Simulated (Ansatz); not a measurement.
**ClF3HOTa: one species, many methods**

One table from this session's results is given with a row withheld; the runs are named, their logs left out.

The runs use Ansatz 0.2.0, Gaussian basis; functionals in def2-TZVPP, the program's frozen cores in correlated methods.

Plan: LDA (SPW92), PBE-D4, revPBE-D4, BLYP-D4, r2SCAN-D4, B97M-V, PBE0-D4, B3LYP-D4, r2SCANh-D4, r2SCAN0-D4, HSE06-D4, BHLYP-D4, CAM-B3LYP-D4, LC-ωPBE, ωB97X-V, ωB97M-V, B2PLYP, PBE-QIDH; CCSD(T)/def2-SVP; CCSD(T)/def2-TZVPP; MP2/def2-QZVPP; extrapolation to the limit; RPA on PBE.

## The relaxed structure

The geometry comes from an earlier relaxation with PBE0-D4 in a triple-zeta def2 set; it is a stationary point, not always the lowest conformer. Ta takes the def2 core potential; no spin-orbit term is included.

SMILES `[OH][Ta]([F])([F])([F])[Cl]`, 7 atoms, charge 0, spin multiplicity 1.

Atoms are counted from 1 here; the program's logs count them from 0.

Bond lengths: O1–Ta2 1.867 Å, O1–H7 0.953 Å, Ta2–F3 1.857 Å, Ta2–F4 1.857 Å, Ta2–F5 1.883 Å, Ta2–Cl6 2.289 Å. Angles: Ta2–O1–H7 176.0°, O1–Ta2–F3 90.8°, O1–Ta2–F4 90.8°, O1–Ta2–F5 175.2°, O1–Ta2–Cl6 94.0°, F3–Ta2–F4 123.6°, F3–Ta2–F5 86.9°, F3–Ta2–Cl6 118.1°, F4–Ta2–F5 86.9°, F4–Ta2–Cl6 118.1°, F5–Ta2–Cl6 90.7°.

Set-up of the first run:

File in.yaml:

```yaml
crystal:
  periodic: [false, false, false]
  atoms:
    - {symbol: O, position_ang: [0.071986, -1.321343, 0.711965]}
    - {symbol: Ta, position_ang: [0.002625, 0.288154, -0.230807]}
    - {symbol: F, position_ang: [1.766149, 0.076908, -0.774493]}
    - {symbol: F, position_ang: [-1.454207, -0.317451, -1.211155]}
    - {symbol: F, position_ang: [-0.039531, 1.829462, -1.311827]}
    - {symbol: Cl, position_ang: [-0.405042, 1.550384, 1.635213]}
    - {symbol: H, position_ang: [0.119421, -2.174215, 1.135303]}
basis:
  gaussian: {orbitals: def2-TZVPP}
hamiltonian: {xc: lda}
output: {orbitals: {seedname: orbitals}}
```

The run is started by

```console
ansatz run in.yaml --threads 4 --pin off --events-out ev --progress --plain --max-ram 10444MiB
```

Among the steps run: LDA; PBE-D4 (GGA); revPBE-D4 (GGA); BLYP-D4 (GGA); r2SCAN-D4 (meta-GGA); B97M-V (meta-GGA); PBE0-D4 (hybrid); B3LYP-D4 (hybrid); r2SCANh-D4 (hybrid); r2SCAN0-D4 (hybrid); HSE06-D4 (hybrid); BHLYP-D4 (hybrid); CAM-B3LYP-D4 (range-separated); LC-ωPBE (range-separated); ωB97X-V (range-separated); ωB97M-V (range-separated); B2PLYP (double hybrid); PBE-QIDH (double hybrid).

One table of the session follows, with a row left open; its other results are not shown here.

It belongs to the step «Frontier levels by functional». 

```
  functional  HOMO (eV)  LUMO (eV)  gap (eV)
 LDA (SPW92)      -8.34      -3.11      5.23
      PBE-D4      -8.14      -2.84      5.30
   revPBE-D4      -8.06      -2.74      5.32
     BLYP-D4      -7.99      -2.74      5.25
   r2SCAN-D4          ?          ?         ?
      B97M-V      -8.63      -2.69      5.93
     PBE0-D4      -9.68      -2.09      7.59
    B3LYP-D4      -9.40      -2.32      7.08
  r2SCANh-D4      -9.11      -2.48      6.63
  r2SCAN0-D4      -9.96      -2.03      7.93
    HSE06-D4      -9.28      -2.47      6.81
    BHLYP-D4     -11.08      -1.16      9.92
CAM-B3LYP-D4     -11.08      -0.97     10.11
     LC-ωPBE     -12.47       0.27     12.74
     ωB97X-V     -12.10       0.17     12.27
     ωB97M-V     -11.96       0.13     12.09
```

Estimate the missing values for r2SCAN-D4.

Worked estimate for «HOMO (eV)». Against the share of exact exchange, r2SCANh-D4 (0.1, -9.11), r2SCAN0-D4 (0.25, -9.96) give a slope of -5.67 per unit share; at 0 the line stands at -8.54.

The run gave: HOMO (eV): -8.54; LUMO (eV): -2.76; gap (eV): 5.78. In «HOMO (eV)» the line misses by 0.00.
